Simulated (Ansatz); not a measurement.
Run this with the Ansatz DFT code, driven from Python and show what comes out.

`brcdcl.xyz`
```text
3

Cl    0.89400    2.02210    0.70030
Cd   -0.79200    0.22760   -0.40580
Br   -0.11300   -2.31450   -0.30770
```

`energy_brcdcl.py`
```python
"""Single point of BrCdCl in a Gaussian basis."""

from dataclasses import dataclass
from pathlib import Path

import ansatz as az
import numpy as np


@dataclass(frozen=True)
class Settings:
    basis: str = "def2-SVP"
    level: str = "MP2"


opts = Settings()

brcdcl = az.Crystal.molecule_from_extxyz("brcdcl.xyz")

job = (
    brcdcl.calculation()
    .basis(gaussian=opts.basis)
    .correlation(opts.level)
    .forces()
    .orbitals()
)
done = job.run(runs_dir="out")
r = done.report

for key in ("converged", "free_energy_ev", "reference_energy_ev", "n_frozen", "n_occupied", "n_virtual"):
    print(f"{key:22s} {r[key]}")

parts = r["correlation"]
for name in ("random_phase", "coupled_cluster", "perturbative"):
    if name in parts:
        print(f"{name:16s} {parts[name]['energy']['hartree']:12.7f} Ha")
if "second_order" in parts:
    pair = parts["second_order"]
    print(f"MP2 same spin {pair['same_spin']['hartree']:.7f} Ha, opposite spin {pair['opposite_spin']['hartree']:.7f} Ha")

symbols = [site.symbol for site in brcdcl.cartesian_sites]
forces = np.array(r["forces_ev_ang"])
print("largest force", round(float(np.linalg.norm(forces, axis=1).max()), 4), "eV/A, rms", round(float(np.sqrt((forces ** 2).mean())), 4))

charges = r["charge_distribution"]
print("dipole moment", round(4.803205 * float(np.linalg.norm(charges["dipole_moment_e_ang"])), 3), "D")
print("Mulliken:", [(s, round(q, 3)) for s, q in zip(symbols, charges["mulliken_charges_e"])])

lines = Path(r["orbitals_path"]).read_text().splitlines()
field_of = lambda key: [line.split("=")[1].strip() for line in lines if line.startswith(key)]
orbitals = [(27.211386 * float(e), s, float(n)) for e, s, n in zip(field_of("Ene="), field_of("Spin="), field_of("Occup="))]
homo = max(e for e, _, n in orbitals if n > 0.5)
lumo = min(e for e, _, n in orbitals if n < 0.5)
print(f"HOMO {homo:.3f} eV, LUMO {lumo:.3f} eV, gap {lumo - homo:.3f} eV")
```

Output of `python energy_brcdcl.py`:
```text
converged              True
free_energy_ev         -87050.86471421993
reference_energy_ev    -87031.55094975409
n_frozen               14
n_occupied             [22, 22]
n_virtual              [45, 45]
MP2 same spin -0.2357222 Ha, opposite spin -0.4740456 Ha
largest force 3.0716 eV/A, rms 1.4938
dipole moment 5.245 D
Mulliken: [('Cl', -0.374), ('Cd', 0.726), ('Br', -0.352)]
HOMO -10.752 eV, LUMO -1.843 eV, gap 8.909 eV
```

Caveats:
- The settings weren't tested for convergence.
- The geometry is a force-field or estimated start, not a minimum of this method, and the basis set is short of its limit.
- def2 sets replace the cores of elements past krypton by effective core potentials.
- Levels such as HOMO and LUMO are orbital energies: in Hartree-Fock the gap is too wide and the LUMO hangs on the basis.
- Run time: 3 s on 1 thread of Arm Neoverse V2, with other jobs on the host, peak memory 0.24 GiB.

(Lines on the test bed's own set-up are left out of the output.)
